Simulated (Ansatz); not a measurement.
# C2H6SeSi: up Jacob's ladder to CCSD(T)

How much do the methods differ for C2H6SeSi? The plan is to run it at one geometry with functionals of several rungs and with coupled cluster, and see how far each lands from CCSD(T) at the basis-set limit for the atomisation energy.

The runs use Ansatz 0.2.0, Gaussian basis; functionals in def2-TZVPP, the program's frozen cores in correlated methods.

Levels to be run: PBE-D4, r2SCAN-D4, PBE0-D4, B3LYP-D4, ωB97X-V, ωB97M-V, B2PLYP; CCSD(T)/def2-TZVPP; MP2/def2-QZVPP; extrapolation to the limit.

**1. The geometry**

All runs share one geometry, relaxed beforehand with PBE0-D4 in a triple-zeta def2 set.

SMILES `[SeH]C1C[SiH2]1`, 10 atoms, charge 0, spin multiplicity 1.

Atoms are counted from 1 here; the program's logs count them from 0.

Bond lengths: Se1–C2 1.929 Å, Se1–H5 1.469 Å, C2–C3 1.544 Å, C2–Si4 1.850 Å, C2–H6 1.085 Å, C3–Si4 1.846 Å, C3–H7 1.085 Å, C3–H8 1.085 Å, Si4–H9 1.478 Å, Si4–H10 1.475 Å. Angles: C2–Se1–H5 97.0°, Se1–C2–C3 115.0°, Se1–C2–Si4 121.4°, Se1–C2–H6 112.8°, C3–C2–Si4 65.2°, C3–C2–H6 114.8°, Si4–C2–H6 119.0°, C2–C3–Si4 65.4°, C2–C3–H7 115.8°, C2–C3–H8 116.1°, Si4–C3–H7 120.2°, Si4–C3–H8 118.2°, H7–C3–H8 113.0°, C2–Si4–C3 49.4°, C2–Si4–H9 118.4°, C2–Si4–H10 118.6°, C3–Si4–H9 119.0°, C3–Si4–H10 120.0° and more.

Geometry (Å):

```
Se   -1.20215    0.09748   -1.87906
C    -0.71366   -0.14383   -0.02872
C     0.47407   -1.10045    0.21391
Si    0.79533    0.65585    0.68186
H    -1.38829    1.55418   -1.82716
H    -1.57168   -0.31223    0.61361
H     0.32542   -1.85210    0.98266
H     0.95996   -1.49264   -0.67378
H     0.78413    1.03061    2.11164
H     1.61987    1.51204   -0.19207
```

**2. PBE-D4 (GGA)**

File in.yaml:

```yaml
crystal:
  periodic: [false, false, false]
  atoms:
    - {symbol: Se, position_ang: [-1.202147, 0.097477, -1.879059]}
    - {symbol: C, position_ang: [-0.713661, -0.143827, -0.028720]}
    - {symbol: C, position_ang: [0.474066, -1.100448, 0.213911]}
    - {symbol: Si, position_ang: [0.795332, 0.655847, 0.681863]}
    - {symbol: H, position_ang: [-1.388293, 1.554175, -1.827157]}
    - {symbol: H, position_ang: [-1.571676, -0.312231, 0.613612]}
    - {symbol: H, position_ang: [0.325417, -1.852104, 0.982664]}
    - {symbol: H, position_ang: [0.959956, -1.492642, -0.673780]}
    - {symbol: H, position_ang: [0.784134, 1.030609, 2.111635]}
    - {symbol: H, position_ang: [1.619871, 1.512042, -0.192069]}
basis:
  gaussian: {orbitals: def2-TZVPP}
hamiltonian: {xc: pbe, dispersion: d4}
output: {forces: true, orbitals: {seedname: orbitals}}
```

On the command line:

```sh
> ansatz run in.yaml --threads 4 --pin off --events-out ev --progress --plain --max-ram 10444MiB
```

The runs that follow: r2SCAN-D4 (meta-GGA); PBE0-D4 (hybrid); B3LYP-D4 (hybrid); ωB97X-V (range-separated); ωB97M-V (range-separated); B2PLYP (double hybrid); CCSD(T) in def2-TZVPP; MP2 in def2-QZVPP.

Before running them: what should the planned runs give, taken together? Wanted: atomisation energy, CCSD(T)/CBS; farthest; mean size of error, hybrid; mean size of error, range-separated; gap, smallest and largest; T1 diagnostic; triples share of the correlation energy.

As calculated:

| quantity | value |
| --- | --- |
| atomisation energy, CCSD(T)/CBS | 35.024 eV |
| functionals within 0.350 eV (1.0 %) | r2SCAN-D4, PBE0-D4, B3LYP-D4, ωB97X-V, ωB97M-V |
| farthest | B2PLYP (-0.547 eV) |
| mean size of error, hybrid | 0.109 eV |
| mean size of error, range-separated | 0.073 eV |
| gap, smallest and largest | 4.02 eV (PBE-D4), 10.22 eV (ωB97X-V) |
| T1 diagnostic | 0.0104 |
| triples share of the correlation energy | 4.1 % |

In words: PBE-D4 is off by +0.527 eV. Double hybrids carry the basis error of their MP2 part in triple zeta, and no dispersion term here, so their miss is partly the set-up's. Misses under about 0.350 eV are within the doubt on the reference itself, which lacks core-valence correlation, relativity and higher excitations, and its outer-core shells are covered unevenly. All levels share the lack of spin-orbit coupling, which lowers the free heavy atoms and so the true binding. Hartree-Fock recovers 72 % of the binding; the rest is correlation. Orbital gaps span 4.0 to 10.2 eV; exact exchange widens them. Correlated methods include outer-core shells of Se, which these sets cover unevenly.
